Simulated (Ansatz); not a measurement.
**H₂ISSi+: a relaxed scan of the dihedral angle H4–S1–Si2–I3**

Aim: the energy along the dihedral angle H4–S1–Si2–I3, from CCSD(T) and from cheaper methods, relative to the minimum. At each value the rest of the molecule is relaxed at PBE0-D4 with the four atoms held in place.

Method: single points in def2-TZVPP; program: Ansatz 0.2.0, Gaussian basis.

Levels: PBE-D4, r2SCAN-D4, PBE0-D4, B3LYP-D4, wB97M-V, Hartree-Fock, MP2, CCSD, CCSD(T). The scan takes 27.6, 67.6, 107.6, 147.6, -172.4, -132.4, -92.4, -52.4, -12.4°.

Correlated methods freeze the cores. Filled d shells of the heavier atoms are correlated. Core potentials replace the inner electrons past krypton, and spin-orbit coupling is left out. B3LYP uses VWN-RPA correlation.

28 further runs of the same task are left out: 28 set aside as unsound or not needed.

## 1. Where the work starts

The minimum, relaxed at PBE0-D4: SMILES `[SH+]=[SiH]I`, 5 atoms, charge 1, spin multiplicity 1.

Atoms are counted from 1 here; the program's logs count them from 0.

Bond lengths: S1–Si2 2.041 Å, S1–H4 1.351 Å, Si2–I3 2.323 Å, Si2–H5 1.472 Å. Angles: Si2–S1–H4 94.3°, S1–Si2–I3 125.1°, S1–Si2–H5 114.6°, I3–Si2–H5 120.3°.

Geometry (Å):

```xyz
5
H2ISSi
S    -1.4866    0.4795   -0.4960
Si    0.3241    0.2564    0.4179
I     1.8690   -1.4088   -0.0683
H    -1.3205   -0.5863   -1.3092
H     0.6141    1.2592    1.4557
```

Energies of the minimum (eV), from earlier single points: PBE-D4 -26831.97853, r2SCAN-D4 -26842.54659, PBE0-D4 -26834.18872, B3LYP-D4 -26844.61239, wB97M-V -26839.07617, CCSD(T) -26800.21217.

At the minimum the dihedral angle H4–S1–Si2–I3 is 0.0°.

## 2. H4–S1–Si2–I3 = 27.6°

The input, relax/in.yaml:

```yaml
crystal:
  periodic: [false, false, false]
  atoms:
    - {symbol: S, position_ang: [-1.486641, 0.479522, -0.496039]}
    - {symbol: Si, position_ang: [0.324050, 0.256363, 0.417915]}
    - {symbol: I, position_ang: [2.198072, -0.715710, -0.551121]}
    - {symbol: H, position_ang: [-1.320484, -0.586263, -1.309223]}
    - {symbol: H, position_ang: [0.382348, 0.771182, 1.795688]}
basis:
  gaussian: {orbitals: def2-TZVP}
total_charge: 1
hamiltonian: {xc: pbe0, dispersion: d4}
relax: {f_tol: 0.005, max_steps: 200, constraints: [{sites: [3, 0, 1, 2]}]}
```

The command line of these runs was not kept.

Further steps of the session: H4–S1–Si2–I3 = 67.6°; H4–S1–Si2–I3 = 107.6°; H4–S1–Si2–I3 = 147.6°; H4–S1–Si2–I3 = -172.4°; H4–S1–Si2–I3 = -132.4°; H4–S1–Si2–I3 = -92.4°; H4–S1–Si2–I3 = -52.4°; H4–S1–Si2–I3 = -12.4°.

What does the calculation give? Wanted: highest point, CCSD(T); lowest point, CCSD(T); RMS deviation from CCSD(T); largest T1 diagnostic.

As calculated:

```
                  quantity                                                                                                          value
    highest point, CCSD(T)                                                                                         49.3 kJ/mol at -92.4 °
     lowest point, CCSD(T)                                                                                            0.0 kJ/mol at 0.0 °
RMS deviation from CCSD(T)  PBE-D4 0.7, r2SCAN-D4 0.6, PBE0-D4 0.5, B3LYP-D4 0.5, wB97M-V 0.5, Hartree-Fock 0.8, MP2 0.5, CCSD 0.2 kJ/mol
     largest T1 diagnostic                                                                                                          0.014
```

In words: Over the points sampled the torsion costs at most 49.3 kJ/mol, enough to slow or lock the rotation at room temperature. The curve of CCSD lies nearest to CCSD(T), that of Hartree-Fock farthest.
